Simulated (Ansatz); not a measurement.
Run this with Ansatz's Python interface and show what comes out.

`disp_c2h7gao.py`
```python
"""Size of D3 and D4 in C2H7GaO."""

import ansatz as az

BASIS = "def2-SVP"


def main() -> None:
    geometry_ang = [
        ("C", (-0.5994, 1.3658, 0.2984)),
        ("Ga", (0.4054, 0.0504, -0.9708)),
        ("C", (0.7704, -0.9238, 0.4675)),
        ("O", (0.1836, -2.0727, 0.1291)),
        ("H", (-0.7378, 1.84, 1.2847)),
        ("H", (-0.2, 2.1746, -0.4004)),
        ("H", (-1.6258, 1.1244, -0.081)),
        ("H", (-0.11, -0.0315, -2.2231)),
        ("H", (1.1155, -0.9668, 1.588)),
        ("H", (1.7064, -0.8255, -0.1351)),
        ("H", (-0.843, -1.7919, 0.0631)),
    ]
    molecule = az.Crystal.molecule()
    for symbol, xyz in geometry_ang:
        molecule = molecule.atom(symbol, xyz)

    calc = molecule.calculation().basis(gaussian=BASIS)
    for name in ["pbe0", "pbe"]:
        for correction in ("d3bj", "d4"):
            r = calc.functional(name, dispersion=correction).run().report
            print(f"{name:8s} {correction:5s} total {r['free_energy_ev']:.5f} eV, of which dispersion {1000 * r['dispersion']['energy']['ev']:.2f} meV")


if __name__ == "__main__":
    main()
```

```console
$ python disp_c2h7gao.py
pbe0     d3bj  total -56585.54337 eV, of which dispersion -168.81 meV
pbe0     d4    total -56585.54560 eV, of which dispersion -171.05 meV
pbe      d3bj  total -56584.15505 eV, of which dispersion -192.83 meV
pbe      d4    total -56584.16581 eV, of which dispersion -203.60 meV
```

What to keep in mind:
- Total energies depend on the basis set; only differences at equal settings carry meaning.
- The geometry is a force-field or estimated start, not a minimum of this method, and the basis set is short of its limit. D4 holds the three-body term, and d3bj doesn't.
- Timing: 15 s on 1 thread of Arm Neoverse V2, on a shared host, peak memory 0.28 GiB.

(Lines on the test bed's own set-up are left out of the output.)
